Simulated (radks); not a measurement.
**Be⁺ in 1s1 2s1 2p1: an all-electron calculation**

What are the levels of the beryllium ion Be+, how large are its shells, and how does its energy divide?

Program: radks (a radial shooting solver on a logarithmic mesh, Libxc functionals) version 1. Level of theory: non-relativistic Kohn-Sham, BP86, spin-polarised, spherical densities, point nucleus; open shells are filled with parallel spins first. These are calculated values, not measurements, unless marked.

## Step 1: What is computed

* element: beryllium (Z = 4)
* charge: +1
* electrons: 3
* configuration: 1s1 2s1 2p1

The outer shells:

Be⁺
```
1s [↑ ]
2s [↑ ]
2p [↑ ][  ][  ]
```

## Step 2: The calculation

The run's settings:

```text
Z 4
configuration 1s1 2s1 2p1 3s0 3p0
relativity non-relativistic
functional b88,p86
spin polarised
nucleus point
```

The run is started by

```console
> python run_ks.py task.json out
```

This one command runs every case of the session in turn.

What does the calculation give?

As calculated:

```
                        quantity                   value
                    total energy       -10.05521 hartree
exchange-correlation share of it                 19.00 %
                            −T/E                  0.9980
          highest occupied level       2p up, -14.996 eV
    most extended occupied level  2s up, <r> = 1.89 bohr
 radius at density 0.001 e/bohr³               3.43 bohr
    maxima of the radial density                       2
```

**Reading.** The radial density shows 2 maxima for 2 occupied principal shells. −T/E = 0.9980, near the virial value of 1. This is not the tabulated ground configuration, so its levels and sizes aren't those of the ground state, and no measured value stands beside it.
